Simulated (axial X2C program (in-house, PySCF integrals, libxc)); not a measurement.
# A two-component session on CuB⁺: EOM-EA-CCSD levels

Wanted for CuB⁺: EOM-EA-CCSD levels, at the two-component level.

Computed with an in-house X2C program for linear molecules on PySCF integrals. Level: two-component X2C with atomic mean-field terms, Cu dyall-acv3z, B dyall-av3z.

All values are calculated.

### Step 1. The job

File task.json:

```json
{"zs": [29, 5], "q": 1, "bas": ["dyall-acv3z", "dyall-av3z"], "r0": 1.97, "eom": "ea", "thr": -2.0, "nmax": 92, "grid": [1, 0.96, 1.045, 0.92, 1.09, 1.15]}
```

Keys: zs atomic numbers; q charge; bas basis sets; r0 starting distance in Å; eom kind of EOM run; thr threshold in hartree for freezing inner shells (an s shell follows its p shell); nmax most natural virtual spinors; grid distances as factors.

Launch:

```
python soeom.py task.json out
```

Further steps of the session: EOM-EA-CCSD at 1.900 Å.

Q: Predict the outcome of this session. Wanted: next root led by one particle; T1 of the reference.

**Answer**, as computed:

| quantity | value |
| --- | --- |
| lowest root at 1.900 Å | Ω = 1/2, 15.584 eV |
| next root led by one particle | Ω = 1/2, about 10170 cm⁻¹ higher |
| T1 of the reference | 0.041 |

**Reading.** The added electron is bound by 15.58 eV in a spinor of 72% B pσ, 17% Cu sσ. Errors of 0.1 to 0.3 eV are usual at this size, and roots led by higher excitations are left out, so the list is incomplete, and low states of that kind can be missing. T1 or the largest double amplitude of the reference is raised, which lowers the reliability.
